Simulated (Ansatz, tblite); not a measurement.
# BMe2(CH2SiH3) (C3H11BSi): a ladder of methods and basis sets

An exercise on one series of results from a longer session: the logs are not shown, and one member is left open.

Method: as each input shows; program: Ansatz 0.2.0, Gaussian basis.

The runs, in order: GFN1-xTB, GFN2-xTB, PBE-D4/def2-TZVP, r2SCAN-D4/def2-TZVP, LC-ωPBE/def2-TZVP, r2SCANh-D4/def2-TZVP, BLYP-D4/def2-TZVP, PBE-D4/def2-SVP, PBE0-D4/def2-SVP, HF/STO-3G, CCSD(T)/def2-TZVP, RPA/def2-TZVP.

2 further runs of the same task are left out: 2 set aside as unsound or not needed.

## The relaxed structure

The geometry is that of the singlet, from an earlier relaxation (PBE0-D4/def2-SVP).

16 atoms, charge 0, spin multiplicity 1.

Bond lengths: B1–C2 1.574 Å, B1–C6 1.575 Å, B1–C10 1.565 Å, C2–H3 1.101 Å, C2–H4 1.108 Å, C2–H5 1.101 Å, C6–H7 1.100 Å, C6–H8 1.103 Å, C6–H9 1.108 Å, C10–Si11 1.889 Å, C10–H12 1.103 Å, C10–H13 1.103 Å, Si11–H14 1.496 Å, Si11–H15 1.496 Å, Si11–H16 1.496 Å. Angles: C2–B1–C6 119.6°, C2–B1–C10 119.7°, C6–B1–C10 120.7°, B1–C2–H3 114.4°, B1–C2–H4 105.7°, B1–C2–H5 114.2°, H3–C2–H4 106.2°, H3–C2–H5 109.5°, H4–C2–H5 106.0°, B1–C6–H7 115.4°, B1–C6–H8 111.9°, B1–C6–H9 107.3°, H7–C6–H8 109.2°, H7–C6–H9 107.4°, H8–C6–H9 105.1°, B1–C10–Si11 108.8°, B1–C10–H12 113.2°, B1–C10–H13 113.5° and more.

PBE0-D4/def2-TZVP was run before; its log isn't repeated, and its numbers join the tables.

The first run:

Tight binding, by tblite at 300 K electronic temperature and without a spin-polarisation term:

```python
tblite.interface.Calculator('GFN1-xTB', numbers, positions, charge=0, uhf=0).singlepoint()
```

Tight binding, by tblite at 300 K electronic temperature and without a spin-polarisation term:

```python
tblite.interface.Calculator('GFN2-xTB', numbers, positions, charge=0, uhf=0).singlepoint()
```

start.molden holds the orbitals of an earlier run on this state, given as this run's starting guess.

Input file in.yaml:

```yaml
crystal:
  periodic: [false, false, false]
  atoms:
    - {symbol: B, position_ang: [0.290089, 0.357785, -0.479729]}
    - {symbol: C, position_ang: [1.858430, 0.357399, -0.341435]}
    - {symbol: H, position_ang: [2.276415, 1.274052, 0.102303]}
    - {symbol: H, position_ang: [2.251394, 0.307008, -1.376447]}
    - {symbol: H, position_ang: [2.264924, -0.522461, 0.181382]}
    - {symbol: C, position_ang: [-0.484360, 1.727158, -0.547505]}
    - {symbol: H, position_ang: [-1.532929, 1.660134, -0.874256]}
    - {symbol: H, position_ang: [0.043999, 2.467810, -1.171179]}
    - {symbol: H, position_ang: [-0.483243, 2.157419, 0.473121]}
    - {symbol: C, position_ang: [-0.485633, -1.000964, -0.504016]}
    - {symbol: Si, position_ang: [-1.061527, -1.404854, 1.249539]}
    - {symbol: H, position_ang: [-1.404227, -0.965967, -1.113970]}
    - {symbol: H, position_ang: [0.134772, -1.856793, -0.819853]}
    - {symbol: H, position_ang: [0.103815, -1.500762, 2.183018]}
    - {symbol: H, position_ang: [-1.983382, -0.345052, 1.763900]}
    - {symbol: H, position_ang: [-1.788558, -2.711901, 1.275137]}
basis:
  gaussian: {orbitals: def2-TZVP, initial_orbitals: start.molden}
hamiltonian: {xc: pbe, dispersion: d4}
scf: {omitted_lower_state_checks: [starts]}
output: {orbitals: {seedname: orbitals}}
```

Command:

```bash
> ansatz run in.yaml --threads 2 --pin off --events-out ev --progress --plain --max-ram 32768MiB --backend cpu
```

Steps of the session up to this table: PBE-D4/def2-TZVP; r2SCAN-D4/def2-TZVP; LC-ωPBE/def2-TZVP; r2SCANh-D4/def2-TZVP; BLYP-D4/def2-TZVP; PBE-D4/def2-SVP; PBE0-D4/def2-SVP; HF/STO-3G; CCSD(T)/def2-TZVP; RPA/def2-TZVP.

One of the session's tables, all rows but one given; the rest of the session is left out.

It belongs to the step «Binding energy». 

| method | binding an atom (eV) |
| --- | --- |
| HF/STO-3G | 3.900 |
| HF/def2-TZVP | 2.973 |
| PBE-D4/def2-SVP | 3.888 |
| PBE-D4/def2-TZVP | 3.867 |
| BLYP-D4/def2-TZVP | 3.806 |
| r2SCAN-D4/def2-TZVP | 3.847 |
| r2SCANh-D4/def2-TZVP | ? |
| PBE0-D4/def2-SVP | 3.869 |
| PBE0-D4/def2-TZVP | 3.844 |
| LC-ωPBE/def2-TZVP | 3.821 |
| MP2/def2-TZVP | 3.716 |
| CCSD/def2-TZVP | 3.670 |
| CCSD(T)/def2-TZVP | 3.705 |

Estimate the missing values for r2SCANh-D4/def2-TZVP.

The run gave: binding an atom (eV): 3.837. In the column «binding an atom (eV)» it lies between LC-ωPBE/def2-TZVP (3.821) and PBE0-D4/def2-TZVP (3.844).

Caveats from the session: Free atoms were run apart at each level; binding is atoms less cluster, divided by the number of atoms, without zero-point or spin-orbit terms.
